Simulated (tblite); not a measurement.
# C9H17N: the cost of one run

Programs: tblite 0.8.0 and PySCF 2.14.0, with density-fitted response routines of our own. Each step states its level of theory. These are calculated values for one molecule in the gas phase, unless marked as measured. Atoms are numbered from 0 throughout.

## 1. Starting geometry

27 atoms, charge 0, multiplicity 1; geometry from: force field or distance geometry start.

Bonds of the start (Å): C0–C1 1.35, C1–C2 1.49, C1–C3 1.51, C3–C4 1.54, C4–C5 1.52, C5–C6 1.53, C6–C7 1.51, C7–N8 1.40, N8–C9 1.40, C9–C3 1.50, C0–H10 1.09, C0–H11 1.09, C2–H12 1.13, C2–H13 1.08, C2–H14 1.12, C3–H15 1.09, C4–H16 1.11, C4–H17 1.11, C5–H18 1.11, C5–H19 1.10, C6–H20 1.11, C6–H21 1.09, C7–H22 1.12, C7–H23 1.10, N8–H24 1.01, C9–H25 1.09, C9–H26 1.13.

## 2. Optimising the geometry with GFN2-xTB

The job: settings as JSON, then the geometry in Å.

```
{"job": {"kind": "relax", "xc": "GFN2-xTB", "basis": "xTB"}, "charge": 0, "multiplicity": 1}
C      2.399500    -1.280500     0.652400
C      2.005400    -0.221100    -0.081000
C      2.969900     0.816100    -0.536200
C      0.568500    -0.012800    -0.479900
C     -0.269000    -1.235100    -0.077200
C     -1.605900    -1.079400    -0.788100
C     -2.567300    -0.541400     0.270000
C     -2.345300     0.948200     0.306900
N     -1.098600     1.202100     0.894500
C      0.027200     1.275700     0.073900
H      3.450700    -1.375300     0.912200
H      1.699500    -2.044400     0.998400
H      2.471900     1.334200    -1.408000
H      3.938900     0.449800    -0.857500
H      3.101400     1.540100     0.310100
H      0.570300     0.008700    -1.568400
H      0.211300    -2.177300    -0.399300
H     -0.401200    -1.226000     1.023800
H     -1.530200    -0.280200    -1.550100
H     -1.962200    -2.034300    -1.201400
H     -2.289100    -0.937200     1.266000
H     -3.598700    -0.831900     0.048500
H     -2.320000     1.271500    -0.760200
H     -3.147500     1.511000     0.800000
H     -1.013000     1.240400     1.902900
H     -0.141800     1.965600    -0.753400
H      0.855300     1.740000     0.695000
```

On the command line:

```sh
OMP_NUM_THREADS=1 python probes_run.py task.json out
```

One launch serves the whole session: the jobs run in the order shown.

Q: Estimate the wall time and peak memory of this first job on 1 thread of Arm Neoverse N1, shared host.

About 3.2 s, with a peak of 0.18 GiB.
